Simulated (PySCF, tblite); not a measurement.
# C2H10OPSi3 radical: geometry, infrared bands and EPR parameters

What infrared bands and EPR parameters should C2H10OPSi3 radical (`[H]/[C]=C\[Si@]([SiH3])(P)[SiH2]O`) show?

The runs use tblite 0.8.0 and PySCF 2.14.0, with density-fitted response routines of our own; the level of theory stands in each step. All values are computed, except where a source is named. Atoms are numbered from 0 throughout.

**1. Starting geometry**

17 atoms, charge 0, multiplicity 2; geometry from: force field or distance geometry start.

Bonds of the start (Å): C0–C1 1.32, C1–Si2 1.84, Si2–Si3 2.24, Si2–P4 2.22, Si2–Si5 2.23, Si5–O6 1.73, C0–H7 1.09, C1–H8 1.09, Si3–H9 1.45, Si3–H10 1.49, Si3–H11 1.45, P4–H12 1.44, P4–H13 1.46, Si5–H14 1.47, Si5–H15 1.45, O6–H16 0.99.

**2. Optimising the geometry with GFN2-xTB**

Job settings and geometry (Å):

```
{"job": {"kind": "relax", "xc": "GFN2-xTB", "basis": "xTB"}, "charge": 0, "multiplicity": 2}
C      0.961500    -1.640700     1.908800
C      0.444600    -1.737900     0.694500
Si    -0.221200    -0.209700    -0.094900
Si    -1.857400     0.623200     1.181100
P     -0.956300    -0.775300    -2.108400
Si     1.512200     1.185300    -0.260600
O      2.233700     0.821800    -1.792800
H      0.989900    -0.692000     2.447700
H      0.417100    -2.682100     0.158900
H     -1.415800     1.757200     1.977700
H     -2.221400    -0.455500     2.148100
H     -2.960400     0.987900     0.307200
H     -0.248000     0.027400    -3.070900
H     -2.391600    -0.500400    -2.154500
H      2.500500     0.865900     0.783600
H      1.128400     2.585300    -0.228200
H      2.077100    -0.148200    -1.907100
```

Started as:

```
> OMP_NUM_THREADS=1 python probes_run.py task.json out
```

One launch serves the whole session: the jobs run in the order shown.

**Question.** This job is followed by: GFN2-xTB harmonic vibrations, gas phase; UKS B3LYP, pcH-1 on C H O P Si, non-relativistic, mean-field spin-orbit, GIAO. What will the session give for the following? strongest single infrared mode (GFN2-xTB); zero-point energy (GFN2-xTB); g(iso) (B3LYP); ⟨S²⟩; largest a(iso) (averaged by class); potential on the surface of density 0.002 e/bohr³, 1st and 99th percentile.

As calculated:

| quantity | value |
| --- | --- |
| strongest single infrared mode (GFN2-xTB) | 749 cm⁻¹, 632 km/mol |
| zero-point energy (GFN2-xTB) | 62.4 kcal/mol |
| g(iso) (B3LYP) | 2.00223 |
| ⟨S²⟩ | 0.759 (exact 0.75) |
| largest a(iso) (averaged by class) | 13C on C0, 290.7 MHz |
| potential on the surface of density 0.002 e/bohr³, 1st and 99th percentile | -1.21 V and 2.27 V |

Relaxing lowered the energy by 1.347 eV in 280 steps; the close pair that moved most is C1–Si2, from 1.844 to 1.970 Å. No mode is imaginary among the 45: a minimum at this level. The strongest single mode, at 749 cm⁻¹, is carried by H9, H10, H11, H14. Unscaled tight-binding wavenumbers are off by several per cent, some by more. Its intensities can rank the bands wrongly. C0 carries the largest spin population, 0.94 e. The isotropic g lies 0.1 ppt below the free-electron value. The conformer search (at its own cheap level) found a structure 37.4 kcal/mol lower, too far down for a turn about a bond: it may have other bonds, so these spectra needn't be the molecule's.
